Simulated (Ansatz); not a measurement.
Molecular dynamics of Li

Input file:

```yaml
accuracy: low
crystal:
  lattice:
    - [6.98, 0.0, 0.0]
    - [0.0, 6.98, 0.0]
    - [0.0, 0.0, 6.98]
  atoms:
    - { symbol: Li, position: [0.0, 0.0, 0.0] }
    - { symbol: Li, position: [0.5, 0.0, 0.0] }
    - { symbol: Li, position: [0.0, 0.5, 0.0] }
    - { symbol: Li, position: [0.0, 0.0, 0.5] }
    - { symbol: Li, position: [0.25, 0.25, 0.25] }
    - { symbol: Li, position: [0.5, 0.5, 0.0] }
    - { symbol: Li, position: [0.5, 0.0, 0.5] }
    - { symbol: Li, position: [0.75, 0.25, 0.25] }
    - { symbol: Li, position: [0.0, 0.5, 0.5] }
    - { symbol: Li, position: [0.25, 0.75, 0.25] }
    - { symbol: Li, position: [0.25, 0.25, 0.75] }
    - { symbol: Li, position: [0.5, 0.5, 0.5] }
    - { symbol: Li, position: [0.75, 0.75, 0.25] }
    - { symbol: Li, position: [0.75, 0.25, 0.75] }
    - { symbol: Li, position: [0.25, 0.75, 0.75] }
    - { symbol: Li, position: [0.75, 0.75, 0.75] }
basis:
  ecutwfc: 420.0
kpoints:
  mp_grid: { grid: [3, 3, 3] }
hamiltonian:
  xc: pbe
  dispersion: d3bj
scf:
  occupations: { method: fermi_dirac, width: 0.1 }
  lower_state_search: "off"
md:
  timestep: 1
  n_steps: 60
  ensemble: nvt_langevin
  temperature: 900.0
  initial_velocities: maxwell_boltzmann
  seed: 131204
  friction: 0.02
```

Launched with:

```bash
$ ansatz run input.yaml --threads 1 --pin off --max-ram 3072MiB --backend cpu --events-out ev --progress --plain --runs-dir out
```

It starts from a structure without forces on its atoms.

Output, in part (step lines):

```
md step     0: t =     0.00 fs  T =   843.8 K  F+E_penalty+E_count = -3277.73108359 eV  E_kin = 1.745010 eV  (6 SCF iters)
md step     1: t =     1.00 fs  T =   806.8 K  F+E_penalty+E_count = -3277.72785280 eV  E_kin = 1.668691 eV  (6 SCF iters)
md step     2: t =     2.00 fs  T =   833.6 K  F+E_penalty+E_count = -3277.71819876 eV  E_kin = 1.723946 eV  (6 SCF iters)
md step     3: t =     3.00 fs  T =   837.1 K  F+E_penalty+E_count = -3277.70178478 eV  E_kin = 1.731200 eV  (5 SCF iters)
md step     4: t =     4.00 fs  T =   783.6 K  F+E_penalty+E_count = -3277.67958747 eV  E_kin = 1.620532 eV  (5 SCF iters)
md step     5: t =     5.00 fs  T =   822.5 K  F+E_penalty+E_count = -3277.65271661 eV  E_kin = 1.701091 eV  (5 SCF iters)
md step     6: t =     6.00 fs  T =   829.2 K  F+E_penalty+E_count = -3277.62048481 eV  E_kin = 1.714927 eV  (4 SCF iters)
md step     7: t =     7.00 fs  T =   836.6 K  F+E_penalty+E_count = -3277.58339508 eV  E_kin = 1.730263 eV  (5 SCF iters)
md step     8: t =     8.00 fs  T =   803.9 K  F+E_penalty+E_count = -3277.54309206 eV  E_kin = 1.662546 eV  (5 SCF iters)
md step     9: t =     9.00 fs  T =   751.1 K  F+E_penalty+E_count = -3277.50090417 eV  E_kin = 1.553301 eV  (5 SCF iters)
md step    10: t =    10.00 fs  T =   788.8 K  F+E_penalty+E_count = -3277.45564483 eV  E_kin = 1.631315 eV  (6 SCF iters)
md step    11: t =    11.00 fs  T =   755.7 K  F+E_penalty+E_count = -3277.40884301 eV  E_kin = 1.562951 eV  (5 SCF iters)
md step    12: t =    12.00 fs  T =   786.2 K  F+E_penalty+E_count = -3277.36170105 eV  E_kin = 1.625955 eV  (4 SCF iters)
md step    13: t =    13.00 fs  T =   677.8 K  F+E_penalty+E_count = -3277.31339246 eV  E_kin = 1.401889 eV  (4 SCF iters)
md step    14: t =    14.00 fs  T =   711.6 K  F+E_penalty+E_count = -3277.26481025 eV  E_kin = 1.471730 eV  (5 SCF iters)
md step    15: t =    15.00 fs  T =   696.0 K  F+E_penalty+E_count = -3277.21506385 eV  E_kin = 1.439440 eV  (5 SCF iters)
md step    16: t =    16.00 fs  T =   614.1 K  F+E_penalty+E_count = -3277.16585309 eV  E_kin = 1.270131 eV  (4 SCF iters)
md step    17: t =    17.00 fs  T =   596.9 K  F+E_penalty+E_count = -3277.11818803 eV  E_kin = 1.234475 eV  (5 SCF iters)
md step    18: t =    18.00 fs  T =   573.4 K  F+E_penalty+E_count = -3277.07246206 eV  E_kin = 1.185908 eV  (5 SCF iters)
md step    19: t =    19.00 fs  T =   585.8 K  F+E_penalty+E_count = -3277.02841981 eV  E_kin = 1.211515 eV  (5 SCF iters)
md step    20: t =    20.00 fs  T =   616.4 K  F+E_penalty+E_count = -3276.98369515 eV  E_kin = 1.274856 eV  (6 SCF iters)
md step    21: t =    21.00 fs  T =   607.2 K  F+E_penalty+E_count = -3276.93783935 eV  E_kin = 1.255854 eV  (5 SCF iters)
md step    22: t =    22.00 fs  T =   601.6 K  F+E_penalty+E_count = -3276.89309780 eV  E_kin = 1.244210 eV  (4 SCF iters)
md step    23: t =    23.00 fs  T =   588.5 K  F+E_penalty+E_count = -3276.85075029 eV  E_kin = 1.217170 eV  (5 SCF iters)
md step    24: t =    24.00 fs  T =   512.5 K  F+E_penalty+E_count = -3276.81065465 eV  E_kin = 1.059972 eV  (5 SCF iters)
md step    25: t =    25.00 fs  T =   483.9 K  F+E_penalty+E_count = -3276.77024896 eV  E_kin = 1.000871 eV  (5 SCF iters)
md step    26: t =    26.00 fs  T =   417.8 K  F+E_penalty+E_count = -3276.73109476 eV  E_kin = 0.864063 eV  (5 SCF iters)
md step    27: t =    27.00 fs  T =   347.5 K  F+E_penalty+E_count = -3276.69923505 eV  E_kin = 0.718605 eV  (4 SCF iters)
md step    28: t =    28.00 fs  T =   373.9 K  F+E_penalty+E_count = -3276.67282138 eV  E_kin = 0.773367 eV  (5 SCF iters)
md step    29: t =    29.00 fs  T =   383.1 K  F+E_penalty+E_count = -3276.64768496 eV  E_kin = 0.792272 eV  (4 SCF iters)
md step    30: t =    30.00 fs  T =   422.6 K  F+E_penalty+E_count = -3276.62344878 eV  E_kin = 0.874028 eV  (6 SCF iters)
md step    31: t =    31.00 fs  T =   430.7 K  F+E_penalty+E_count = -3276.60425405 eV  E_kin = 0.890829 eV  (5 SCF iters)
md step    32: t =    32.00 fs  T =   428.6 K  F+E_penalty+E_count = -3276.59043486 eV  E_kin = 0.886357 eV  (4 SCF iters)
md step    33: t =    33.00 fs  T =   456.3 K  F+E_penalty+E_count = -3276.57611338 eV  E_kin = 0.943727 eV  (5 SCF iters)
md step    34: t =    34.00 fs  T =   485.5 K  F+E_penalty+E_count = -3276.55743642 eV  E_kin = 1.004113 eV  (5 SCF iters)
md step    35: t =    35.00 fs  T =   528.3 K  F+E_penalty+E_count = -3276.53801876 eV  E_kin = 1.092709 eV  (4 SCF iters)
md step    36: t =    36.00 fs  T =   556.2 K  F+E_penalty+E_count = -3276.52065128 eV  E_kin = 1.150269 eV  (5 SCF iters)
md step    37: t =    37.00 fs  T =   536.9 K  F+E_penalty+E_count = -3276.50396546 eV  E_kin = 1.110454 eV  (4 SCF iters)
md step    38: t =    38.00 fs  T =   596.0 K  F+E_penalty+E_count = -3276.48920843 eV  E_kin = 1.232588 eV  (5 SCF iters)
md step    39: t =    39.00 fs  T =   499.1 K  F+E_penalty+E_count = -3276.47670243 eV  E_kin = 1.032275 eV  (5 SCF iters)
md step    40: t =    40.00 fs  T =   522.5 K  F+E_penalty+E_count = -3276.46579922 eV  E_kin = 1.080588 eV  (6 SCF iters)
md step    41: t =    41.00 fs  T =   537.3 K  F+E_penalty+E_count = -3276.45376397 eV  E_kin = 1.111165 eV  (5 SCF iters)
md step    42: t =    42.00 fs  T =   498.7 K  F+E_penalty+E_count = -3276.44225562 eV  E_kin = 1.031412 eV  (5 SCF iters)
md step    43: t =    43.00 fs  T =   510.9 K  F+E_penalty+E_count = -3276.43397632 eV  E_kin = 1.056719 eV  (5 SCF iters)
md step    44: t =    44.00 fs  T =   532.0 K  F+E_penalty+E_count = -3276.42555662 eV  E_kin = 1.100306 eV  (4 SCF iters)
md step    45: t =    45.00 fs  T =   560.3 K  F+E_penalty+E_count = -3276.41316300 eV  E_kin = 1.158758 eV  (4 SCF iters)
md step    46: t =    46.00 fs  T =   583.7 K  F+E_penalty+E_count = -3276.39955116 eV  E_kin = 1.207095 eV  (5 SCF iters)
md step    47: t =    47.00 fs  T =   629.4 K  F+E_penalty+E_count = -3276.38406565 eV  E_kin = 1.301629 eV  (5 SCF iters)
md step    48: t =    48.00 fs  T =   655.9 K  F+E_penalty+E_count = -3276.36579522 eV  E_kin = 1.356584 eV  (5 SCF iters)
md step    49: t =    49.00 fs  T =   656.7 K  F+E_penalty+E_count = -3276.34786317 eV  E_kin = 1.358141 eV  (4 SCF iters)
md step    50: t =    50.00 fs  T =   764.4 K  F+E_penalty+E_count = -3276.32789785 eV  E_kin = 1.580852 eV  (6 SCF iters)
md step    51: t =    51.00 fs  T =   758.7 K  F+E_penalty+E_count = -3276.30505569 eV  E_kin = 1.569185 eV  (5 SCF iters)
md step    52: t =    52.00 fs  T =   752.4 K  F+E_penalty+E_count = -3276.27603311 eV  E_kin = 1.556176 eV  (4 SCF iters)
md step    53: t =    53.00 fs  T =   783.5 K  F+E_penalty+E_count = -3276.23924219 eV  E_kin = 1.620450 eV  (5 SCF iters)
md step    54: t =    54.00 fs  T =   681.7 K  F+E_penalty+E_count = -3276.20111664 eV  E_kin = 1.409866 eV  (5 SCF iters)
md step    55: t =    55.00 fs  T =   633.0 K  F+E_penalty+E_count = -3276.16574471 eV  E_kin = 1.309136 eV  (5 SCF iters)
md step    56: t =    56.00 fs  T =   629.9 K  F+E_penalty+E_count = -3276.13254494 eV  E_kin = 1.302631 eV  (4 SCF iters)
md step    57: t =    57.00 fs  T =   559.9 K  F+E_penalty+E_count = -3276.10301841 eV  E_kin = 1.157886 eV  (5 SCF iters)
md step    58: t =    58.00 fs  T =   547.2 K  F+E_penalty+E_count = -3276.07299551 eV  E_kin = 1.131735 eV  (5 SCF iters)
md step    59: t =    59.00 fs  T =   503.5 K  F+E_penalty+E_count = -3276.04165826 eV  E_kin = 1.041360 eV  (5 SCF iters)
md step    60: t =    60.00 fs  T =   540.2 K  F+E_penalty+E_count = -3276.01487770 eV  E_kin = 1.117182 eV  (6 SCF iters)
```

The run went to its last step. The mean temperature of the second half is 36 % below the set value. A run of 0.06 ps of so small a system gives no equilibrium averages. Limits of this set-up: coarse k mesh, low accuracy level.

Mean squared displacements from the first frame to the last, about the centre of mass: Li 0.24 Å².

Last frame:

```xyz
16
Lattice="6.9800 0.0000 0.0000 0.0000 6.9800 0.0000 0.0000 0.0000 6.9800" Properties=species:S:1:pos:R:3
Li -0.108 0.463 -0.185
Li 3.865 0.584 -0.545
Li -0.353 3.284 0.020
Li -0.551 0.146 3.371
Li 1.647 1.393 1.766
Li 2.977 3.449 -0.210
Li 3.296 -0.396 3.728
Li 5.123 1.810 2.004
Li -0.092 3.328 3.523
Li 0.742 5.345 1.515
Li 1.983 1.483 5.441
Li 3.502 3.451 3.587
Li 5.249 5.307 1.566
Li 5.189 2.099 4.850
Li 1.212 5.096 5.127
Li 5.571 5.275 5.314
```

Time of the run: 11 min on 1 thread of Arm Neoverse V1, with other jobs on the host, peak memory 0.55 GiB.
